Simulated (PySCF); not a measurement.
# C2H9GeOP: the cost of one run

Computed with PySCF 2.14.0, with density-fitted response routines of our own, on a single molecule in the gas phase. Atoms are numbered from 0 throughout.

### 1 The molecule as given

14 atoms, charge 0, multiplicity 1; geometry from: GFN2-xTB. The atoms were then displaced at random by about 0.01 Å, so the start is not that level's minimum.

Bonds of the start (Å): C0–O1 1.37, O1–Ge2 1.77, Ge2–C3 2.02, Ge2–P4 2.32, C0–H5 1.12, C0–H6 1.09, C0–H7 1.09, Ge2–H8 1.56, C3–H9 1.07, C3–H10 1.12, C3–H11 1.07, P4–H12 1.39, P4–H13 1.39.

### 2 Optimising the geometry at PBE0-D3(BJ)/def2-SVP

Job settings and geometry (Å):

```
{"job": {"xc": "PBE0", "basis": "def2-SVP", "d3": "d3bj", "grid": 1, "shake": 0.01, "kind": "geom"}, "charge": 0, "multiplicity": 1}
C     -2.177840    -0.369260    -0.166190
O     -0.941320    -0.949740    -0.028120
Ge     0.381840    -0.295020     0.949490
C      0.872530     1.555250     0.305570
P      1.926730    -2.002760     0.671870
H     -2.133190     0.616970    -0.699360
H     -2.805590    -1.027850    -0.757790
H     -2.662790    -0.170770     0.792490
H     -0.152000    -0.156500     2.409540
H      1.624160     1.992320     0.920900
H     -0.047070     2.186800     0.379670
H      1.176160     1.520330    -0.719320
H      1.934200    -1.764250    -0.697420
H      2.997010    -1.150590     0.910940
```

The run is started by

```
> OMP_NUM_THREADS=1 python probes_run.py task.json out
```

The driver reads the jobs from task.json and runs them one after another.

Q: Estimate the wall time and peak memory of this first job on 1 thread of Arm Neoverse V1, shared host.

About 1.7 min, with a peak of 0.59 GiB.
